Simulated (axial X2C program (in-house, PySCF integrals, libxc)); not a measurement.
# A two-component session on NbAl: properties at the nuclei

Aim: properties at the nuclei of NbAl, with spin–orbit coupling in the Hamiltonian from the start.

Method: two-component X2C with atomic mean-field terms, Nb dyall-cv3z, Al dyall-v3z; program: an in-house X2C program for linear molecules on PySCF integrals.

All values are calculated.

**1. The job**

File task.json:

```json
{"zs": [41, 13], "q": 0, "bas": ["dyall-cv3z", "dyall-v3z"], "r0": 2.73, "levels": ["PBE0", "HF", "PBE50", "B3LYP", "r2SCAN"], "nst": 3}
```

Keys: zs atomic numbers; q charge; bas basis sets; r0 starting distance in Å; levels methods (HF also brings MP2); nst determinants followed.

The run is started by

```sh
$ python soeom.py task.json out
```

Further steps of the session: Expectation values, lowest determinant; Expectation values, a higher determinant; Expectation values, a higher determinant.

Q: Predict the outcome of this session. Wanted: lowest determinant; Eeff magnitude; Ws magnitude Nb; A∥/gI Nb; qzz Nb; higher determinant (for each run or level that gives them).

As calculated:

| quantity | value |
| --- | --- |
| lowest determinant | Ω = 3 (excess of +ω over −ω: ω = 1/2, ω = 5/2) |
| Eeff magnitude (GV/cm), PBE0 | 0.157 |
| Ws magnitude Nb (kHz), PBE0 | 0.0724 |
| A∥/gI Nb (MHz), PBE0 | 474 |
| qzz Nb (a.u.), PBE0 | 0.82 |
| higher determinant | Ω = 2 (excess of +ω over −ω: ω = -1/2, ω = 5/2) |
| Eeff magnitude (GV/cm), PBE0, higher determinant | 2.34 |
| Ws magnitude Nb (kHz), PBE0, higher determinant | 0.52 |
| A∥/gI Nb (MHz), PBE0, higher determinant | 400 |
| qzz Nb (a.u.), PBE0, higher determinant | 1.25 |
| higher determinant | Ω = 4 (excess of +ω over −ω: ω = 3/2, ω = 5/2) |
| Eeff magnitude (GV/cm), PBE0, higher determinant | 1.58 |
| Ws magnitude Nb (kHz), PBE0, higher determinant | 0.161 |
| A∥/gI Nb (MHz), PBE0, higher determinant | 283 |
| qzz Nb (a.u.), PBE0, higher determinant | -1.90 |

In words: In the first state, the effective field runs from 0.0422 to 1.32 GV/cm over the mean-field levels, so the levels don't agree on it. The expectation values come from single determinants, which for open shells can mix terms of unlike spin or miss the lowest Ω, so a determinant need not be a state. Eeff is the effective electric field on the electron dipole moment in this Ω state and Ws the scalar–pseudoscalar constant (defined with the proton number Z and per Ω); A∥ is the parallel hyperfine constant, which follows by multiplying with the nuclear g factor gI = μI/(I μN); qzz is the electric field gradient, eQq0 = 234.96 MHz × Q/barn × qzz; μ is positive if Al is the positive end. The operators were transformed with the bare-nucleus X2C matrices.
